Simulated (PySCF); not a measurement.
# C₃H₅BN₂Si: NMR shifts at several levels of theory, part 2 of 2

PySCF 2.14.0. Atoms count from 0. The steps go on from the part before.

## 8. Shielding tensors: PBE0/aug-cc-pVDZ

The job: settings as JSON, then the geometry in Å.

```
{"job": {"kind": "nmr", "xc": "PBE0", "basis": "aug-cc-pVDZ", "pop": true}, "charge": 0, "multiplicity": 1}
N      1.207724     0.378632    -3.017028
C      1.081460     0.163791    -1.883715
B      0.883826    -0.140219    -0.384534
C      1.962352     0.375116     0.589872
N      2.754117     0.756795     1.347242
C     -0.373726    -0.846478     0.127592
Si    -1.677348     0.509941     0.511616
H     -0.848626    -1.500735    -0.619130
H     -0.223114    -1.370850     1.083657
H     -1.997608     1.264332    -0.733248
H     -1.140533     1.440578     1.544566
H     -2.897321    -0.177351     1.024624
```

With the program's defaults for keys left out, this is: GIAO PBE0/aug-cc-pVDZ NMR shielding, non-relativistic, gas phase.

Output:

```text
coarse grid: 11192 points
cycle   1  E = -540.6793833685  dE =  6.135e-01  |g| = 4.672e-01  |ddm| = 8.794e+00
cycle   2  E = -540.4722368334  dE =  2.071e-01  |g| = 1.066e+00  |ddm| = 2.080e+00
cycle   3  E = -540.7322463683  dE = -2.600e-01  |g| = 1.440e-01  |ddm| = 1.376e+00
cycle   4  E = -540.7368492121  dE = -4.603e-03  |g| = 4.763e-02  |ddm| = 3.147e-01
cycle   5  E = -540.7374109184  dE = -5.617e-04  |g| = 1.036e-02  |ddm| = 9.662e-02
cycle   6  E = -540.7374451876  dE = -3.427e-05  |g| = 1.021e-03  |ddm| = 2.589e-02
cycle   7  E = -540.7374455532  dE = -3.656e-07  |g| = 2.618e-04  |ddm| = 3.398e-03
final grid: 105608 points
cycle   8  E = -540.7558717181  dE = -1.903e-05  |g| = 5.062e-03  |ddm| = 1.085e-01
cycle   9  E = -540.7558707016  dE =  1.017e-06  |g| = 5.605e-03  |ddm| = 2.175e-02
cycle  10  E = -540.7558779448  dE = -7.243e-06  |g| = 1.661e-03  |ddm| = 1.082e-02
cycle  11  E = -540.7558785405  dE = -5.957e-07  |g| = 4.690e-04  |ddm| = 2.541e-03
cycle  12  E = -540.7558785930  dE = -5.252e-08  |g| = 8.210e-05  |ddm| = 7.664e-04
cycle  13  E = -540.7558785943  dE = -1.327e-09  |g| = 4.552e-05  |ddm| = 1.866e-04
cycle  14  E = -540.7558785947  dE = -3.988e-10  |g| = 1.889e-05  |ddm| = 7.950e-05
converged SCF energy = -540.7558785947

GIAO shielding tensors (ppm)
atom      isotropic    diamagn.    paramagn.     s11        s22        s33       span
  0 N      -82.743     316.994    -399.737   -253.436   -195.387    200.595    454.031
  1 C       72.537     261.916    -189.379    -37.229    -35.971    290.810    328.039
  2 B       67.493     199.085    -131.592    -15.307     84.522    133.265    148.571
  3 C       72.577     262.078    -189.502    -37.205    -35.859    290.794    327.999
  4 N      -82.674     317.068    -399.742   -253.093   -195.370    200.441    453.535
  5 C      167.744     188.180     -20.436    118.469    182.645    202.119     83.650
  6 Si     480.083     893.296    -413.214    452.678    469.849    517.722     65.043
  7 H       29.145      32.405      -3.260     25.878     27.759     33.798      7.920
  8 H       29.152      32.026      -2.873     25.877     27.721     33.860      7.983
  9 H       27.265      28.105      -0.840     24.004     25.852     31.940      7.936
 10 H       27.245      28.263      -1.017     23.986     25.884     31.865      7.880
 11 H       26.978      27.712      -0.733     24.147     24.614     32.174      8.026
```

Wall time 23 s (1 thread of AMD EPYC 7R43, shared host); peak memory 0.93 GiB.

In short: δ C1 122.6, C5 27.4, N0 352.6, B2 42.7, H9 4.23, H7 2.25 ppm (means over like atoms).

## 9. NMR shieldings: PBE0/IGLO-III

Same as in step 8 but for these lines:

```diff
@@ -1,2 +1,2 @@
-{"job": {"kind": "nmr", "xc": "PBE0", "basis": "aug-cc-pVDZ", "pop": true}, "charge": 0, "multiplicity": 1}
+{"job": {"kind": "nmr", "xc": "PBE0", "basis": "IGLO-III", "pop": true}, "charge": 0, "multiplicity": 1}
 N      1.207724     0.378632    -3.017028
```

Level: GIAO PBE0/IGLO-III NMR shielding, non-relativistic, gas phase.

Output:

```text
coarse grid: 11192 points
cycle   1  E = -540.7694181832  dE =  5.568e-01  |g| = 5.107e-01  |ddm| = 2.565e+00
cycle   2  E = -540.5528548454  dE =  2.166e-01  |g| = 1.112e+00  |ddm| = 7.600e-01
cycle   3  E = -540.8242050640  dE = -2.714e-01  |g| = 1.778e-01  |ddm| = 4.613e-01
cycle   4  E = -540.8304125208  dE = -6.207e-03  |g| = 5.896e-02  |ddm| = 1.005e-01
cycle   5  E = -540.8312230577  dE = -8.105e-04  |g| = 1.317e-02  |ddm| = 3.794e-02
cycle   6  E = -540.8312679031  dE = -4.485e-05  |g| = 1.643e-03  |ddm| = 9.906e-03
cycle   7  E = -540.8312686608  dE = -7.578e-07  |g| = 3.592e-04  |ddm| = 1.523e-03
final grid: 105608 points
cycle   8  E = -540.8326656384  dE = -7.715e-05  |g| = 5.558e-03  |ddm| = 5.489e-02
cycle   9  E = -540.8326645744  dE =  1.064e-06  |g| = 5.749e-03  |ddm| = 6.738e-03
cycle  10  E = -540.8326711932  dE = -6.619e-06  |g| = 1.973e-03  |ddm| = 3.269e-03
cycle  11  E = -540.8326719180  dE = -7.248e-07  |g| = 7.804e-04  |ddm| = 9.446e-04
cycle  12  E = -540.8326720479  dE = -1.299e-07  |g| = 1.884e-04  |ddm| = 3.825e-04
cycle  13  E = -540.8326720564  dE = -8.488e-09  |g| = 4.663e-05  |ddm| = 1.178e-04
cycle  14  E = -540.8326720567  dE = -2.973e-10  |g| = 2.924e-05  |ddm| = 2.758e-05
converged SCF energy = -540.8326720567

GIAO shielding tensors (ppm)
atom      isotropic    diamagn.    paramagn.     s11        s22        s33       span
  0 N     -124.500     338.631    -463.131   -313.818   -248.035    188.352    502.170
  1 C       52.635     253.864    -201.229    -67.615    -66.109    291.629    359.244
  2 B       52.932     192.759    -139.828    -37.031     71.996    123.830    160.861
  3 C       52.625     253.904    -201.279    -67.620    -66.110    291.604    359.225
  4 N     -124.428     338.823    -463.251   -313.429   -247.993    188.138    501.567
  5 C      153.057     254.416    -101.359     98.171    169.359    191.641     93.470
  6 Si     415.070     889.109    -474.039    387.516    408.859    448.835     61.319
  7 H       29.132      29.598      -0.467     25.941     27.830     33.624      7.683
  8 H       29.139      29.815      -0.676     25.943     27.791     33.683      7.740
  9 H       27.183      29.818      -2.636     24.030     25.891     31.627      7.597
 10 H       27.162      29.954      -2.792     24.011     25.923     31.552      7.540
 11 H       26.940      28.766      -1.826     24.244     24.678     31.899      7.655
```

Wall time 35 s (1 thread of AMD EPYC 7R43, shared host); peak memory 1.1 GiB.

In short: δ C1 131.1, C5 30.7, N0 385.0, B2 47.0, H9 4.28, H7 2.24 ppm (means over like atoms).

## 10. Shielding tensors: PBE0/pcSseg-0

Same as in step 9 but for these lines:

```diff
@@ -1,2 +1,2 @@
-{"job": {"kind": "nmr", "xc": "PBE0", "basis": "IGLO-III", "pop": true}, "charge": 0, "multiplicity": 1}
+{"job": {"kind": "nmr", "xc": "PBE0", "basis": "pcSseg-0", "pop": true}, "charge": 0, "multiplicity": 1}
 N      1.207724     0.378632    -3.017028
```

With the program's defaults for keys left out, this is: GIAO PBE0/pcSseg-0 NMR shielding, non-relativistic, gas phase.

Output:

```text
coarse grid: 11192 points
cycle   1  E = -539.7523920614  dE =  5.449e-01  |g| = 4.146e-01  |ddm| = 3.796e+00
cycle   2  E = -539.5955684095  dE =  1.568e-01  |g| = 9.512e-01  |ddm| = 1.306e+00
cycle   3  E = -539.7966210900  dE = -2.011e-01  |g| = 1.181e-01  |ddm| = 7.953e-01
cycle   4  E = -539.7995695633  dE = -2.948e-03  |g| = 4.402e-02  |ddm| = 1.462e-01
cycle   5  E = -539.8000390663  dE = -4.695e-04  |g| = 7.570e-03  |ddm| = 5.693e-02
cycle   6  E = -539.8000574783  dE = -1.841e-05  |g| = 7.276e-04  |ddm| = 1.281e-02
cycle   7  E = -539.8000576485  dE = -1.702e-07  |g| = 2.747e-04  |ddm| = 1.410e-03
final grid: 105608 points
cycle   8  E = -539.8172971953  dE = -1.345e-05  |g| = 3.350e-03  |ddm| = 1.979e-02
cycle   9  E = -539.8172966540  dE =  5.413e-07  |g| = 3.718e-03  |ddm| = 7.189e-03
cycle  10  E = -539.8172997921  dE = -3.138e-06  |g| = 1.170e-03  |ddm| = 4.128e-03
cycle  11  E = -539.8173000704  dE = -2.783e-07  |g| = 3.456e-04  |ddm| = 1.116e-03
cycle  12  E = -539.8173000966  dE = -2.619e-08  |g| = 7.094e-05  |ddm| = 3.404e-04
cycle  13  E = -539.8173000967  dE = -4.559e-11  |g| = 7.338e-05  |ddm| = 9.932e-05
cycle  14  E = -539.8173000978  dE = -1.153e-09  |g| = 5.985e-06  |ddm| = 6.251e-05
cycle  15  E = -539.8173000978  dE = -8.981e-12  |g| = 1.282e-06  |ddm| = 9.589e-06
converged SCF energy = -539.8173000978

GIAO shielding tensors (ppm)
atom      isotropic    diamagn.    paramagn.     s11        s22        s33       span
  0 N     -136.403     323.685    -460.087   -335.862   -265.645    192.298    528.161
  1 C       51.919     278.245    -226.326    -69.831    -68.308    293.897    363.729
  2 B       57.499     170.522    -113.022    -33.271     74.559    131.210    164.481
  3 C       51.984     278.324    -226.340    -69.769    -68.181    293.902    363.672
  4 N     -136.257     323.719    -459.976   -335.412   -265.665    192.307    527.719
  5 C      170.219     263.136     -92.917    121.537    183.110    206.010     84.473
  6 Si     460.370     878.860    -418.491    409.091    447.422    524.596    115.505
  7 H       31.025      32.126      -1.101     27.003     29.119     36.952      9.950
  8 H       31.030      32.177      -1.147     26.998     29.081     37.011     10.013
  9 H       28.634      28.791      -0.157     24.614     27.634     33.653      9.039
 10 H       28.617      28.814      -0.197     24.598     27.672     33.581      8.983
 11 H       28.352      28.598      -0.246     24.726     26.234     34.096      9.370
```

Wall time 6.5 s (1 thread of AMD EPYC 7R43, shared host); peak memory 0.49 GiB.

Key values: δ C1 141.6, C5 23.3, N0 402.3, B2 47.4, H9 4.30, H7 1.80 ppm (means over like atoms).

## 11. Shielding tensors: PBE0/pcSseg-2

Same as in step 10 but for these lines:

```diff
@@ -1,2 +1,2 @@
-{"job": {"kind": "nmr", "xc": "PBE0", "basis": "pcSseg-0", "pop": true}, "charge": 0, "multiplicity": 1}
+{"job": {"kind": "nmr", "xc": "PBE0", "basis": "pcSseg-2", "pop": true}, "charge": 0, "multiplicity": 1}
 N      1.207724     0.378632    -3.017028
```

Level: GIAO PBE0/pcSseg-2 NMR shielding, non-relativistic, gas phase.

Output:

```text
coarse grid: 11192 points
cycle   1  E = -540.7584435637  dE =  5.612e-01  |g| = 5.047e-01  |ddm| = 2.577e+00
cycle   2  E = -540.5456110090  dE =  2.128e-01  |g| = 1.101e+00  |ddm| = 7.790e-01
cycle   3  E = -540.8136441760  dE = -2.680e-01  |g| = 1.749e-01  |ddm| = 5.621e-01
cycle   4  E = -540.8199634103  dE = -6.319e-03  |g| = 5.492e-02  |ddm| = 1.179e-01
cycle   5  E = -540.8206731742  dE = -7.098e-04  |g| = 1.297e-02  |ddm| = 3.911e-02
cycle   6  E = -540.8207182602  dE = -4.509e-05  |g| = 1.365e-03  |ddm| = 1.122e-02
cycle   7  E = -540.8207188096  dE = -5.494e-07  |g| = 3.414e-04  |ddm| = 1.676e-03
final grid: 105608 points
cycle   8  E = -540.8326925937  dE = -6.215e-05  |g| = 5.065e-03  |ddm| = 3.814e-02
cycle   9  E = -540.8326917255  dE =  8.683e-07  |g| = 5.451e-03  |ddm| = 7.319e-03
cycle  10  E = -540.8326981475  dE = -6.422e-06  |g| = 1.663e-03  |ddm| = 3.709e-03
cycle  11  E = -540.8326986746  dE = -5.271e-07  |g| = 6.554e-04  |ddm| = 9.971e-04
cycle  12  E = -540.8326987666  dE = -9.202e-08  |g| = 1.496e-04  |ddm| = 3.907e-04
cycle  13  E = -540.8326987718  dE = -5.160e-09  |g| = 5.003e-05  |ddm| = 1.123e-04
cycle  14  E = -540.8326987721  dE = -3.491e-10  |g| = 2.968e-05  |ddm| = 3.500e-05
converged SCF energy = -540.8326987721

GIAO shielding tensors (ppm)
atom      isotropic    diamagn.    paramagn.     s11        s22        s33       span
  0 N     -128.032     330.675    -458.707   -319.232   -252.283    187.418    506.650
  1 C       51.698     265.927    -214.229    -69.091    -67.485    291.668    360.759
  2 B       52.724     197.794    -145.070    -37.612     71.505    124.280    161.893
  3 C       51.689     266.183    -214.494    -69.092    -67.483    291.643    360.735
  4 N     -127.957     330.843    -458.800   -318.829   -252.255    187.214    506.043
  5 C      153.620     249.914     -96.294     98.896    169.688    192.276     93.380
  6 Si     410.197     878.372    -468.175    381.836    403.326    445.428     63.592
  7 H       29.018      30.302      -1.284     25.756     27.622     33.676      7.919
  8 H       29.028      30.531      -1.504     25.763     27.583     33.737      7.974
  9 H       27.184      29.504      -2.319     23.997     25.880     31.676      7.679
 10 H       27.163      29.662      -2.499     23.979     25.909     31.601      7.623
 11 H       26.975      28.203      -1.228     24.304     24.706     31.915      7.610
```

It took 47 s on 1 thread of AMD EPYC 7R43, shared host; peak memory 1.3 GiB.

This run: δ C1 132.4, C5 30.5, N0 389.7, B2 46.3, H9 4.14, H7 2.22 ppm (means over like atoms).

## 12. Comparing the runs: NMR shifts

Shifts (ppm), means over like atoms, with basis size and wall time:

| run | C1 | C5 | H9 | H7 | N0 | B2 | Si6 | functions | time |
| --- | --- | --- | --- | --- | --- | --- | --- | --- | --- |
| PBE0/6-31G* | 115.5 | 25.4 | 4.35 | 1.87 | 340.4 | 41.8 | -37.7 | 112 | 10 s |
| PBE0/6-311+G(2d,p) | 128.0 | 29.7 | 4.37 | 2.21 | 375.1 | 44.0 | -67.9 | 227 | 28 s |
| PBE0/def2-SVP | 118.1 | 25.6 | 4.09 | 1.91 | 362.3 | 44.6 | -70.5 | 127 | 12 s |
| PBE0/def2-TZVP | 128.7 | 29.7 | 4.37 | 2.19 | 383.0 | 44.3 | -67.9 | 253 | 33 s |
| PBE0/cc-pVDZ | 120.1 | 26.5 | 4.05 | 2.02 | 360.2 | 44.2 | -63.1 | 127 | 13 s |
| PBE0/cc-pVTZ | 128.0 | 28.7 | 4.15 | 2.20 | 380.9 | 43.0 | -61.4 | 284 | 38 s |
| PBE0/aug-cc-pVDZ | 122.6 | 27.4 | 4.23 | 2.25 | 352.6 | 42.7 | -63.4 | 210 | 23 s |
| PBE0/IGLO-III | 131.1 | 30.7 | 4.28 | 2.24 | 385.0 | 47.0 | -69.7 | 304 | 35 s |
| PBE0/pcSseg-0 | 141.6 | 23.3 | 4.30 | 1.80 | 402.3 | 47.4 | -111.8 | 77 | 6.5 s |
| PBE0/pcSseg-2 | 132.4 | 30.5 | 4.14 | 2.22 | 389.7 | 46.3 | -68.9 | 329 | 47 s |

## 13. Results

This closing draws on all 2 parts.

```
                                                             quantity                value
¹³C shifts against TMS (PBE0/6-31G*, means over atoms taken as alike)      115.5, 25.4 ppm
 ¹H shifts against TMS (PBE0/6-31G*, means over atoms taken as alike)       4.35, 1.87 ppm
¹⁵N shifts against NH3 (PBE0/6-31G*, means over atoms taken as alike)            340.4 ppm
                            ¹¹B shifts against BF3·OEt2 (PBE0/6-31G*)             41.8 ppm
                                ²⁹Si shifts against TMS (PBE0/6-31G*)            -37.7 ppm
                                            range of the shift of Si6  -111.8 to -37.7 ppm
```

In words: Single values in the summary come from the first sound run of each kind (PBE0/6-31G*), which need not be the best level. At PBE0/6-31G*: Shielding is most anisotropic at N0, N4 (span 453 ppm, paramagnetic term -418 ppm). In ppm, Si6 moves most: its shift spreads over 74.2 ppm, from -111.8 (PBE0/pcSseg-0) to -37.7 (PBE0/6-31G*). Most of that comes from the computed reference, not from the atom's own shielding.
